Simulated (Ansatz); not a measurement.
# AlH3S2O (SMILES [OH][Al]([SH])[SH]), run twice

Aim: energy and gradient of AlH3S2O at PBEsolx+PBEc/jun-cc-pV(T+d)Z (density fitting with cc-pVTZ-jkfit).

Program for the calculation: Ansatz 0.2.0.

3 further runs of the same task are left out: 1 for a known fault of the program, 1 that didn't finish, 1 set aside as unsound or not needed.

## Step 1: The structure to begin with

AlH3S2O: 7 atoms, total charge 0, spin state singlet. As SMILES, `[OH][Al]([SH])[SH]`. The coordinates come from a PBE0-D4/def2-TZVP relaxation. This is one conformer, not always the lowest.

Bond lengths: O1–Al2 1.685 Å, Al2–S3 2.173 Å, Al2–S4 2.182 Å, O1–H5 0.955 Å, S3–H6 1.344 Å, S4–H7 1.343 Å. Angles: O1–Al2–S3 115.7°, O1–Al2–S4 120.2°, S3–Al2–S4 124.1°, Al2–O1–H5 125.4°, Al2–S3–H6 93.2°, Al2–S4–H7 93.9°.

## Step 2: The input as first written

molecule.yaml reads:

```yaml
crystal:
  periodic: [false, false, false]
  atoms:
    - {symbol: O, position_ang: [-1.985100, 0.181200, 0.466200]}
    - {symbol: Al, position_ang: [-0.338900, 0.027200, 0.141900]}
    - {symbol: S, position_ang: [0.965600, 0.014800, 1.879700]}
    - {symbol: S, position_ang: [0.363100, -0.144100, -1.916700]}
    - {symbol: H, position_ang: [-2.678100, 0.202700, -0.190400]}
    - {symbol: H, position_ang: [2.078300, -0.118200, 1.138300]}
    - {symbol: H, position_ang: [1.656500, -0.231700, -1.564700]}
basis:
  gaussian:
    orbitals: jun-cc-pV_T+d_Z.json
    fitting:
      mean_field: cc-pVDZ
total_charge: 0
hamiltonian:
  xc:
    text: |
      exchange = pbesol_x
      correlation = pbe_c
output:
  forces: true
```

The basis set jun-cc-pV(T+d)Z is read from a file made from the Basis Set Exchange's data (not shown).

The run is started by

```sh
ansatz run molecule.yaml --threads 1 --pin off --max-ram 2610MiB --events-out events.jsonl --progress --plain --runs-dir runs
```

The log of the run:

```text
Warning: RAYON_NUM_THREADS=1 ignored (pool sized by the plan → 1); use --threads N
Functional definition: unnamed
  exchange = pbesol_x
  correlation = pbe_c
83 factors; integrals over basis functions are off by at most 2.7e1 eV
mean field evaluation 1: about -30411.4785 eV, gradient 5.8e1 eV
mean field evaluation 2: about -30378.1450 eV, gradient 1.3e2 eV
mean field evaluation 4: about -30417.7512 eV, gradient 7.3e0 eV
mean field evaluation 8: about -30417.8751 eV, gradient 1.7e-1 eV
mean field evaluation 16: about -30417.8752 eV, gradient 7.8e-5 eV
mean field -30417.87516835 eV, -1117.8362944605 hartree, gradient 7.8e-5 eV, S^2 0.000000; 0 other end points of the search recorded, 0 dependent functions left out
the calculation of the forces begins
reference -30417.87523366 eV, -1117.8362968607 hartree; 28, 28 occupied and 197, 197 virtual orbitals, 83 factors
Total energy: -30417.87523366 eV, -1117.8362968607 hartree
Atom 0 at    -1.985100     0.181200     0.466200 Å, force    -0.861653     0.144047     1.328906 eV/Å
Atom 1 at    -0.338900     0.027200     0.141900 Å, force     1.002472    -0.115253    -0.593046 eV/Å
Atom 2 at     0.965600     0.014800     1.879700 Å, force    -0.976759     0.130283     0.898096 eV/Å
Atom 3 at     0.363100    -0.144100    -1.916700 Å, force    -1.016183     0.053170    -0.560874 eV/Å
Atom 4 at    -2.678100     0.202700    -0.190400 Å, force    -0.020295    -0.036760    -0.701440 eV/Å
Atom 5 at     2.078300    -0.118200     1.138300 Å, force     0.878189    -0.097524    -0.448874 eV/Å
Atom 6 at     1.656500    -0.231700    -1.564700 Å, force     0.994229    -0.077964     0.077232 eV/Å
Dipole moment:     0.090280    -0.020041    -0.230033 e Å
```

It took 5.7 s on 1 thread of Intel Xeon Platinum 8259CL at 2.50GHz (Skylake/Cascade Lake), shared host; peak memory 0.16 GiB.

## Step 3: Reading the log

It ran to the end. The result can't be trusted all the same.

What is wrong: the fitting set doesn't suit the orbital basis or method. To mend it: integral approximation cc-pVTZ-jkfit in place of cc-pVDZ.

## Step 4: Try two

Edit molecule.yaml of step 2 so:

```diff
@@ -14,3 +14,3 @@
     fitting:
-      mean_field: cc-pVDZ
+      mean_field: cc-pVTZ-jkfit
 total_charge: 0
```

The basis set jun-cc-pV(T+d)Z is read from a file made from the Basis Set Exchange's data (not shown).

The run is started by

```sh
ansatz run molecule.yaml --threads 1 --pin off --max-ram 2610MiB --events-out events.jsonl --progress --plain --runs-dir runs
```

The log of the run (excerpt; [...] marks lines left out):

```text
Warning: RAYON_NUM_THREADS=1 ignored (pool sized by the plan → 1); use --threads N
[... 1 set-up line as earlier in the session ...]
[...]
532 factors; integrals over basis functions are off by at most 1.3e0 eV
[...]
mean field -30291.02892501 eV, -1113.1747809972 hartree, gradient 3.5e-5 eV, S^2 0.000000; 0 other end points of the search recorded, 0 dependent functions left out
[...]
reference -30291.02899184 eV, -1113.1747834533 hartree; 28, 28 occupied and 197, 197 virtual orbitals, 532 factors
Total energy: -30291.02899184 eV, -1113.1747834533 hartree
Atom 0 at    -1.985100     0.181200     0.466200 Å, force     0.162244     0.013755     0.495448 eV/Å
Atom 1 at    -0.338900     0.027200     0.141900 Å, force     0.272102    -0.027148    -0.082858 eV/Å
Atom 2 at     0.965600     0.014800     1.879700 Å, force    -0.236179     0.036936     0.315693 eV/Å
Atom 3 at     0.363100    -0.144100    -1.916700 Å, force    -0.309839     0.013989    -0.211644 eV/Å
Atom 4 at    -2.678100     0.202700    -0.190400 Å, force    -0.447502     0.014135    -0.418372 eV/Å
Atom 5 at     2.078300    -0.118200     1.138300 Å, force     0.246479    -0.032100    -0.212289 eV/Å
Atom 6 at     1.656500    -0.231700    -1.564700 Å, force     0.312695    -0.019567     0.114021 eV/Å
Dipole moment:     0.071802    -0.018845    -0.236197 e Å
```

Wall time 6.3 s (1 thread of Intel Xeon Platinum 8259CL at 2.50GHz (Skylake/Cascade Lake), shared host); peak memory 0.28 GiB.

## Step 5: Results

At PBEsolx+PBEc/jun-cc-pV(T+d)Z (density fitting with cc-pVTZ-jkfit):

| quantity | value |
| --- | --- |
| total energy | -1113.17478 Eh |
| dipole moment | 1.19 D |
| largest force on an atom | 0.613 eV/Å |

**Reading.** The first attempt's energy was -126.846 eV off this one. The largest force is 0.61 eV/Å: the shape isn't a stationary point for this species at this level.
